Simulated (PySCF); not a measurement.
# Pd3: relaxation and vibrations of the singlet

Where does singlet Pd3 go from a PBE0 minimum start, is the end point a minimum, and what are its modes, charges and moments?

Method: PBE0, basis Pd def2-TZVP with ECP28, scalar-relativistic core potentials, no spin–orbit coupling, density fitting; program: PySCF 2.14.0.

### Step 1. Starting geometry

3 atoms, charge 0, spin multiplicity 1.

Bond lengths: Pd1–Pd2 2.463 Å, Pd1–Pd3 2.463 Å, Pd2–Pd3 2.463 Å. Angles: Pd2–Pd1–Pd3 60.0°, Pd1–Pd2–Pd3 60.0°, Pd1–Pd3–Pd2 60.0°.

```xyz
3
charge 0 multiplicity 1
Pd    0.7111   -1.2316    0.0000
Pd   -1.4221    0.0000    0.0000
Pd    0.7111    1.2316    0.0000
```

### Step 2. First SCF at the start

The steps below are one call of a driver around PySCF. For each, scf.py gives the equivalent set-up of the SCF; relaxations use the driver's own optimiser. After this first run the driver tries any further starts and a stability analysis.

Contents of scf.py:

```python
from pyscf import gto, scf, dft
mol = gto.M(atom='''
Pd     0.711060    -1.231590     0.000000
Pd    -1.422120     0.000000     0.000000
Pd     0.711060     1.231590     0.000000''',
    basis={'Pd': 'def2-TZVP'},
    ecp={'Pd': 'def2-TZVP'},
    charge=0, spin=0)
mf = dft.RKS(mol, xc='PBE0')
mf.grids.atom_grid = (50, 194)
aux = {'Pd': 'def2-universal-JKFIT'}
mf = mf.density_fit(auxbasis=aux)
mf.conv_tol = 1e-08
mf.diis_space = 10
mf.max_cycle = 60
mf.init_guess = 'huckel'
mf.verbose = 4
mf.kernel()
```

Started as:

```
OMP_NUM_THREADS=4 python axn.py task.json out
```

After this run come: PBE0 minimum start, singlet: relaxation; Hessian and properties; A spin-polarised start; Frequencies.

Before running it: what results should come out? Wanted: minimum; geometry; wavenumbers; dipole moment; highest occupied, lowest empty level; polar-tensor charge of Pd1; zero-point energy; atomisation energy; ⟨S²⟩.

As calculated:

| quantity | value |
| --- | --- |
| minimum | broken-symmetry (Ms = 0), C2v |
| geometry | Pd–Pd 2.479 Å (×2), Pd–Pd 2.642 Å; Pd–Pd–Pd 57.8° (×2), Pd–Pd–Pd 64.4° |
| wavenumbers (cm⁻¹) | 125, 159, 228 |
| dipole moment | 0.27 D |
| highest occupied, lowest empty level (either spin) | -5.71, -3.26 eV |
| polar-tensor charge of Pd1 | +0.04 e |
| zero-point energy | 3.1 kJ/mol |
| entropy at 298.15 K | 330.3 J/(mol K) |
| atomisation energy (no zero-point energy) | 262 kJ/mol |
| ⟨S²⟩ | 0.878 |

What this shows: From D3h at the start the molecule goes to a C2v minimum. The determinant is spin-contaminated (⟨S²⟩ = 0.88 against 0.00), so it is no pure spin state. Only this shape and spin were tried, so other structures or states may lie lower. The SCF density has lower symmetry than the nuclear frame.
